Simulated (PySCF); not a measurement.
**Ar at other levels of theory**

Starting from one script, swap the method and compare what comes out for Ar.

Program: PySCF 2.14.0. Level of theory: method and basis as typed in the scripts. These are calculated values, not measurements.

## (1) The atom

Ar: 1 atom, charge 0, spin multiplicity 1.

## (2) The base run

input.py reads:

```python
from pyscf import gto, scf, mp

mol = gto.M(
    atom='Ar 0 0 0',
    basis='pcseg-1',
    charge=0,
    spin=0,
    symmetry=True,
    verbose=4,
)
mf = scf.UHF(mol)
mf.kernel()
mp.MP2(mf, frozen=5).kernel()
mf.dip_moment()
print('orbital energies (hartree):', [e[max(0, n-3):n+3].round(4) for e, n in zip(mf.mo_energy, mol.nelec)])
```

Started as:

```sh
> OMP_NUM_THREADS=1 python input.py
```

## (3) Polarisability

Run 1 changes step after the SCF: mp2 → polarizability.

Changes to input.py since step 2:

```diff
@@ -1,2 +1,3 @@
-from pyscf import gto, scf, mp
+from pyscf import gto, scf
+from pyscf.prop.polarizability import uhf as pol
 
@@ -12,3 +13,4 @@
 mf.kernel()
-mp.MP2(mf, frozen=5).kernel()
+print('polarizability (a.u.)')
+print(pol.Polarizability(mf).polarizability().round(4))
 mf.dip_moment()
```

## (4) EOM-IP

Run 2 changes step after the SCF: mp2 → eomip; number of roots: none → 6.

Changes to input.py since step 2:

```diff
@@ -1,2 +1,2 @@
-from pyscf import gto, scf, mp
+from pyscf import gto, scf, cc
 
@@ -12,3 +12,6 @@
 mf.kernel()
-mp.MP2(mf, frozen=5).kernel()
+mycc = cc.CCSD(mf, frozen=5)
+mycc.kernel()
+e = mycc.ipccsd(nroots=6)[0]
+print('roots (eV) =', (e*27.211386).round(3))
 mf.dip_moment()
```

## (5) Hf,lyp (UKS)

Run 3 changes functional: none (Hartree–Fock) → hf,lyp; SCF type: UHF → UKS; step after the SCF: mp2 → analyze.

input.py reads:

```python
from pyscf import gto, dft

mol = gto.M(
    atom='Ar 0 0 0',
    basis='pcseg-1',
    charge=0,
    spin=0,
    symmetry=True,
    verbose=4,
)
mf = dft.UKS(mol, xc='hf,lyp')
mf.kernel()
mf.analyze()
print('orbital energies (hartree):', [e[max(0, n-3):n+3].round(4) for e, n in zip(mf.mo_energy, mol.nelec)])
```

## (6) SCF alone

Run 4 changes step after the SCF: mp2 → none.

Changes to input.py since step 2:

```diff
@@ -1,2 +1,2 @@
-from pyscf import gto, scf, mp
+from pyscf import gto, scf
 
@@ -12,3 +12,2 @@
 mf.kernel()
-mp.MP2(mf, frozen=5).kernel()
 mf.dip_moment()
```

## (7) EOM-EA

Run 5 changes step after the SCF: mp2 → eomea; frozen orbitals: 5 → none; number of roots: none → 5.

Changes to input.py since step 2:

```diff
@@ -1,2 +1,2 @@
-from pyscf import gto, scf, mp
+from pyscf import gto, scf, cc
 
@@ -12,3 +12,6 @@
 mf.kernel()
-mp.MP2(mf, frozen=5).kernel()
+mycc = cc.CCSD(mf)
+mycc.kernel()
+e = mycc.eaccsd(nroots=5)[0]
+print('roots (eV) =', (e*27.211386).round(3))
 mf.dip_moment()
```

What does the calculation give? Wanted: for each run, E(SCF); from base; gap; after the SCF.

As calculated:

| run | E(SCF) (hartree) | from base (eV) | cycles | gap (eV) | after the SCF |
| --- | --- | --- | --- | --- | --- |
| base | -526.758253 | 0 | 5 | 32.83 | MP2 correlation -3.691 eV, core frozen |
| polarisability | -526.758253 | 0.0000 | 5 | 32.83 | n/a |
| EOM-IP | -526.758253 | 0.0000 | 5 | 32.83 | CCSD correlation -3.985 eV, core frozen, first root 15.41 eV |
| hf,lyp (UKS) | -527.509670 | not comparable | 5 | 32.90 | n/a |
| SCF alone | -526.758253 | 0.0000 | 5 | 32.83 | n/a |
| EOM-EA | -526.758253 | 0.0000 | 5 | 32.83 | CCSD correlation -4.072 eV, first root 16.11 eV |

In words: A lower total energy from another functional means nothing by itself.
